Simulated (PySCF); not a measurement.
# C3H7FSi: the cost of one run

Programs: PySCF 2.14.0, with density-fitted response routines of our own. Each step states its level of theory. These are calculated values for one molecule in the gas phase, unless marked as measured. Atoms count from 0, in the outputs and in this text.

## 1. Starting geometry

12 atoms, charge 0, multiplicity 1; geometry from: PBE0-D3(BJ)/def2-SVP.

Bonds of the start (Å): F0–C1 1.38, C1–Si2 1.90, Si2–C3 1.85, C3–C4 1.55, C4–Si2 1.85, C1–H5 1.10, C1–H6 1.10, Si2–H7 1.49, C3–H8 1.10, C3–H9 1.10, C4–H10 1.10, C4–H11 1.10.

## 2. Shielding tensors: PBE0/pcSseg-2

What the job is given:

```
{"job": {"kind": "nmr", "xc": "PBE0", "basis": "pcSseg-2", "pop": false}, "charge": 0, "multiplicity": 1}
F      1.321685     1.234092    -1.270954
C      1.718913     0.686156    -0.068597
Si     0.263025    -0.284324     0.668044
C     -0.964318    -0.997414    -0.521605
C     -1.449509     0.266389     0.223568
H      2.589305     0.028228    -0.242427
H      2.049906     1.495979     0.605861
H      0.553190    -0.934845     1.972196
H     -0.764539    -0.875021    -1.592287
H     -1.481864    -1.935910    -0.294808
H     -1.562442     1.172349    -0.382245
H     -2.267341     0.129854     0.939582
```

With the program's defaults for keys left out, this is: GIAO PBE0/pcSseg-2 NMR shielding, non-relativistic, gas phase.

The run is started by

```console
> OMP_NUM_THREADS=1 python probes_run.py task.json out
```

One launch serves the whole session: the jobs run in the order shown.

Q: Estimate the wall time and peak memory of this first job on 1 thread of Arm Neoverse V1, shared host.

About 36 s, with a peak of 1.2 GiB.
